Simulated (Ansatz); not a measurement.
**Nudged elastic band run: Mg32O31**

Input:

```yaml
crystal:
  lattice:
    - [8.8332, 0.0, 0.0]
    - [0.0, 8.8332, 0.0]
    - [0.0, 0.0, 8.8332]
  atoms:
    - { symbol: Mg, position: [0.50018367, -0.00037833, -0.00226443] }
    - { symbol: O, position: [0.75055996, 0.24924975, 0.25002483] }
    - { symbol: Mg, position: [0.75022421, 0.24958052, -1.154e-05] }
    - { symbol: O, position: [0.00019328, 0.49961058, 0.25002338] }
    - { symbol: Mg, position: [0.75249309, -0.0003817, 0.25003293] }
    - { symbol: O, position: [0.0001862, 0.24966377, 0.49997351] }
    - { symbol: Mg, position: [0.0001838, -0.00036896, -0.00066016] }
    - { symbol: O, position: [0.24981234, 0.24923629, 0.25003662] }
    - { symbol: Mg, position: [0.25014204, 0.24958517, -5.64e-06] }
    - { symbol: Mg, position: [0.50017897, 0.49962971, -0.00928198] }
    - { symbol: O, position: [0.75057963, 0.74999779, 0.25000683] }
    - { symbol: Mg, position: [0.7502219, 0.74966846, -1.124e-05] }
    - { symbol: O, position: [0.0001848, -0.00037067, 0.25002563] }
    - { symbol: Mg, position: [0.24787771, -0.00038265, 0.25003829] }
    - { symbol: O, position: [0.50019468, 0.24925293, 0.50037656] }
    - { symbol: Mg, position: [0.50018624, 0.24028854, 0.2500312] }
    - { symbol: O, position: [0.75057091, 0.49962503, 0.50038275] }
    - { symbol: Mg, position: [0.75951834, 0.49962363, 0.2500176] }
    - { symbol: O, position: [0.00018456, 0.74957379, 0.49997273] }
    - { symbol: Mg, position: [0.50018844, -0.00038245, 0.50232683] }
    - { symbol: O, position: [0.75014144, 0.249665, 0.75001293] }
    - { symbol: Mg, position: [0.75023025, 0.24958553, 0.50006557] }
    - { symbol: O, position: [0.0001811, 0.49961133, 0.75002348] }
    - { symbol: Mg, position: [0.75088462, -0.00037598, 0.75002336] }
    - { symbol: O, position: [0.00018767, 0.24966117, 7.223e-05] }
    - { symbol: Mg, position: [0.0001876, 0.49961562, -0.00227147] }
    - { symbol: O, position: [0.24979387, 0.75001142, 0.25001854] }
    - { symbol: Mg, position: [0.25014359, 0.74966736, -4.83e-06] }
    - { symbol: O, position: [0.50019594, -0.00038757, 0.25002718] }
    - { symbol: Mg, position: [0.00018338, 0.24732955, 0.25003631] }
    - { symbol: O, position: [0.24980544, 0.49963059, 0.50039906] }
    - { symbol: Mg, position: [0.24088233, 0.49961958, 0.2500314] }
    - { symbol: O, position: [0.50019692, 0.74999659, 0.50041313] }
    - { symbol: Mg, position: [0.50019009, 0.7589137, 0.25002033] }
    - { symbol: O, position: [0.75014716, -0.00038764, 0.4999655] }
    - { symbol: Mg, position: [0.00018687, -0.00037517, 0.50072572] }
    - { symbol: O, position: [0.250237, 0.24967136, 0.7500109] }
    - { symbol: Mg, position: [0.25014726, 0.24958982, 0.50006749] }
    - { symbol: O, position: [0.50019484, 0.49962191, 0.7500269] }
    - { symbol: Mg, position: [0.50019533, 0.49963534, 0.50933378] }
    - { symbol: O, position: [0.75015207, 0.74957103, 0.75002644] }
    - { symbol: Mg, position: [0.75022748, 0.7496649, 0.50006535] }
    - { symbol: O, position: [0.00018821, -0.00037795, 0.75002148] }
    - { symbol: Mg, position: [0.24948299, -0.00037441, 0.75002819] }
    - { symbol: O, position: [0.50018731, 0.24924672, -0.00033725] }
    - { symbol: Mg, position: [0.50018785, 0.24732286, 0.75003016] }
    - { symbol: O, position: [0.75057707, 0.49961142, -0.00034629] }
    - { symbol: Mg, position: [0.75249316, 0.49962408, 0.75002275] }
    - { symbol: O, position: [0.00018903, 0.74957618, 7.043e-05] }
    - { symbol: Mg, position: [0.00018858, 0.75192728, 0.25002371] }
    - { symbol: O, position: [0.25023624, -0.00038902, 0.49997756] }
    - { symbol: Mg, position: [0.00019337, 0.49962728, 0.50232433] }
    - { symbol: O, position: [0.25022859, 0.74956714, 0.75002371] }
    - { symbol: Mg, position: [0.25014826, 0.74966109, 0.50006599] }
    - { symbol: O, position: [0.50019297, -0.0003809, 0.75001984] }
    - { symbol: Mg, position: [0.00018198, 0.24893326, 0.75002837] }
    - { symbol: O, position: [0.24979678, 0.49961487, -0.00036409] }
    - { symbol: Mg, position: [0.24788213, 0.49962456, 0.75002826] }
    - { symbol: O, position: [0.50018534, 0.75000731, -0.00036976] }
    - { symbol: Mg, position: [0.5001866, 0.75192401, 0.75002765] }
    - { symbol: O, position: [0.75014287, -0.00037456, 6.832e-05] }
    - { symbol: Mg, position: [0.00018332, 0.75031689, 0.75003509] }
    - { symbol: O, position: [0.25023423, -0.0003742, 6.985e-05] }
basis:
  ecutwfc: 420.0
kpoints:
  mp_grid: { grid: [1, 1, 1] }
hamiltonian:
  xc: pbe
  dispersion: d3bj
  pseudopotentials: { kind: paw, azcp: { folder: soft_1 } }
scf:
  occupations: { method: gaussian, width: 0.05 }
  lower_state_search: "off"
neb:
  images: 3
  f_tol: 0.05
  initial_path: idpp
  max_iterations: 80
  final_atoms:
    - { symbol: Mg, position: [0.50000561, -5.61e-06, -5.61e-06] }
    - { symbol: O, position: [0.75, 0.25, 0.25] }
    - { symbol: Mg, position: [0.75, 0.25, -0.00232204] }
    - { symbol: O, position: [-0.00060849, 0.50060849, 0.25] }
    - { symbol: Mg, position: [0.75, -0.00232204, 0.25] }
    - { symbol: O, position: [-0.00060849, 0.25, 0.50060849] }
    - { symbol: Mg, position: [-5.61e-06, -5.61e-06, -5.61e-06] }
    - { symbol: O, position: [0.50060849, 0.50060849, 0.25] }
    - { symbol: Mg, position: [0.25, 0.25, -0.0096645] }
    - { symbol: Mg, position: [0.50000561, 0.50000561, -5.61e-06] }
    - { symbol: O, position: [0.75, 0.75, 0.25] }
    - { symbol: Mg, position: [0.75, 0.75, -0.00066178] }
    - { symbol: O, position: [-0.00060849, -0.00060849, 0.25] }
    - { symbol: Mg, position: [0.25, -0.0096645, 0.25] }
    - { symbol: O, position: [0.50060849, 0.25, 0.50060849] }
    - { symbol: Mg, position: [0.5096645, 0.25, 0.25] }
    - { symbol: O, position: [0.75, 0.50006296, 0.50006296] }
    - { symbol: Mg, position: [0.75, 0.50232204, 0.25] }
    - { symbol: O, position: [-6.296e-05, 0.75, 0.50006296] }
    - { symbol: Mg, position: [0.50000561, -5.61e-06, 0.50000561] }
    - { symbol: O, position: [0.75, 0.25, 0.75] }
    - { symbol: Mg, position: [0.75, 0.25, 0.50232204] }
    - { symbol: O, position: [-6.296e-05, 0.50006296, 0.75] }
    - { symbol: Mg, position: [0.75, -0.00066178, 0.75] }
    - { symbol: O, position: [-0.00060849, 0.25, -0.00060849] }
    - { symbol: Mg, position: [-5.61e-06, 0.50000561, -5.61e-06] }
    - { symbol: O, position: [0.25, 0.75, 0.25] }
    - { symbol: Mg, position: [0.25, 0.75, -0.00232204] }
    - { symbol: O, position: [0.50060849, -0.00060849, 0.25] }
    - { symbol: Mg, position: [-0.0096645, 0.25, 0.25] }
    - { symbol: O, position: [0.25, 0.50060849, 0.50060849] }
    - { symbol: Mg, position: [0.25, 0.5096645, 0.25] }
    - { symbol: O, position: [0.50006296, 0.75, 0.50006296] }
    - { symbol: Mg, position: [0.50232204, 0.75, 0.25] }
    - { symbol: O, position: [0.75, -6.296e-05, 0.50006296] }
    - { symbol: Mg, position: [-5.61e-06, -5.61e-06, 0.50000561] }
    - { symbol: O, position: [0.25, 0.25, 0.75] }
    - { symbol: Mg, position: [0.25, 0.25, 0.5096645] }
    - { symbol: O, position: [0.50006296, 0.50006296, 0.75] }
    - { symbol: Mg, position: [0.50000561, 0.50000561, 0.50000561] }
    - { symbol: O, position: [0.75, 0.75, 0.75] }
    - { symbol: Mg, position: [0.75, 0.75, 0.50066178] }
    - { symbol: O, position: [-6.296e-05, -6.296e-05, 0.75] }
    - { symbol: Mg, position: [0.25, -0.00232204, 0.75] }
    - { symbol: O, position: [0.50060849, 0.25, -0.00060849] }
    - { symbol: Mg, position: [0.50232204, 0.25, 0.75] }
    - { symbol: O, position: [0.75, 0.50006296, -6.296e-05] }
    - { symbol: Mg, position: [0.75, 0.50066178, 0.75] }
    - { symbol: O, position: [-6.296e-05, 0.75, -6.296e-05] }
    - { symbol: Mg, position: [-0.00232204, 0.75, 0.25] }
    - { symbol: O, position: [0.25, -0.00060849, 0.50060849] }
    - { symbol: Mg, position: [-5.61e-06, 0.50000561, 0.50000561] }
    - { symbol: O, position: [0.25, 0.75, 0.75] }
    - { symbol: Mg, position: [0.25, 0.75, 0.50232204] }
    - { symbol: O, position: [0.50006296, -6.296e-05, 0.75] }
    - { symbol: Mg, position: [-0.00232204, 0.25, 0.75] }
    - { symbol: O, position: [0.25, 0.50060849, -0.00060849] }
    - { symbol: Mg, position: [0.25, 0.50232204, 0.75] }
    - { symbol: O, position: [0.50006296, 0.75, -6.296e-05] }
    - { symbol: Mg, position: [0.50066178, 0.75, 0.75] }
    - { symbol: O, position: [0.75, -6.296e-05, -6.296e-05] }
    - { symbol: Mg, position: [-0.00066178, 0.75, 0.75] }
    - { symbol: O, position: [0.25, -0.00060849, -0.00060849] }
  order_check: true
```

Command:

```bash
$ ansatz run input.yaml --threads 4 --pin off --max-ram 10240MiB --backend cpu --events-out ev --progress --plain --runs-dir out
```

Output, in part (warnings, iteration lines):

```
NEB end point (image 0): max|allowed force component| = 3.929e-3 eV/Å (the criterion of neb.relax_end_points is 1.000e-2)
NEB end point (image 4): max|allowed force component| = 2.056e-2 eV/Å (the criterion of neb.relax_end_points is 1.000e-2)
NEB iter   1: max|band force component| = 1.048e0 eV/Å  barrier→ = 3.1430 eV  barrier← = 3.1421 eV  Δτ_max = 0.1388 Å  (45 SCF iters)
NEB iter   2: max|band force component| = 4.781e-1 eV/Å  barrier→ = 2.6812 eV  barrier← = 2.6804 eV  CI = image 2  Δτ_max = 0.0429 Å  (21 SCF iters)
NEB iter   3: max|band force component| = 2.002e-1 eV/Å  barrier→ = 2.5116 eV  barrier← = 2.5108 eV  CI = image 2  Δτ_max = 0.0417 Å  (19 SCF iters)
NEB iter   4: max|band force component| = 2.033e-1 eV/Å  barrier→ = 2.4814 eV  barrier← = 2.4805 eV  CI = image 2  Δτ_max = 0.0209 Å  (18 SCF iters)
NEB iter   5: max|band force component| = 2.350e-1 eV/Å  barrier→ = 2.4793 eV  barrier← = 2.4784 eV  CI = image 2  Δτ_max = 0.0100 Å  (18 SCF iters)
NEB iter   6: max|band force component| = 4.334e-2 eV/Å  barrier→ = 2.4767 eV  barrier← = 2.4759 eV  CI = image 2  CI's point: of higher order  Δτ_max = 0.2000 Å  (167 SCF iters)
NEB iter   7: max|band force component| = 1.527e-1 eV/Å  barrier→ = 2.4683 eV  barrier← = 2.4674 eV  CI = image 2  Δτ_max = 0.0101 Å  (19 SCF iters)
NEB iter   8: max|band force component| = 9.939e-2 eV/Å  barrier→ = 2.4622 eV  barrier← = 2.4614 eV  CI = image 2  Δτ_max = 0.0112 Å  (18 SCF iters)
NEB iter   9: max|band force component| = 7.392e-2 eV/Å  barrier→ = 2.4579 eV  barrier← = 2.4570 eV  CI = image 2  Δτ_max = 0.0360 Å  (18 SCF iters)
NEB iter  10: max|band force component| = 1.045e-1 eV/Å  barrier→ = 2.4543 eV  barrier← = 2.4534 eV  CI = image 2  Δτ_max = 0.0142 Å  (18 SCF iters)
NEB iter  11: max|band force component| = 1.956e-1 eV/Å  barrier→ = 2.4541 eV  barrier← = 2.4533 eV  CI = image 2  Δτ_max = 0.0071 Å  (18 SCF iters)
NEB iter  12: max|band force component| = 5.576e-2 eV/Å  barrier→ = 2.4526 eV  barrier← = 2.4518 eV  CI = image 2  Δτ_max = 0.0088 Å  (18 SCF iters)
NEB iter  13: max|band force component| = 2.136e-2 eV/Å  barrier→ = 2.4518 eV  barrier← = 2.4510 eV  CI = image 2  Δτ_max = 0.0108 Å  (18 SCF iters)
NEB iter  14: max|band force component| = 3.306e-2 eV/Å  barrier→ = 2.4514 eV  barrier← = 2.4505 eV  CI = image 2  Δτ_max = 0.0000 Å  (293 SCF iters)
```

It converged. The band force fell under the threshold earlier too, but the program's further tests of the path sent the band on. Neighbouring images differ by up to 1.3 eV, so the band resolves the path poorly. By the program's own check the climbing image is a first-order saddle point (lowest curvatures found: -4.55 and 1.17 eV/Å²). Limits of this set-up: coarse k mesh.

Final band (atoms are numbered from 1 in the order of the input):

| image | path coordinate (Å) | energy (eV) | O8–Mg9 (Å) | O8–Mg14 (Å) | O8–Mg30 (Å) |
| --- | --- | --- | --- | --- | --- |
| 0 | 0.00 | 0.00 | 2.21 | 2.21 | 2.21 |
| 1 | 0.86 | 1.15 | 2.14 | 2.90 | 2.90 |
| 2 | 1.73 | 2.45 | 2.37 | 3.63 | 3.63 |
| 3 | 2.60 | 1.15 | 3.15 | 4.33 | 4.33 |
| 4 | 3.47 | 0.00 | 3.88 | 4.86 | 4.86 |

The run took 8.2 min on 4 threads of Arm Neoverse V2, on a shared host, peak memory 1.6 GiB.
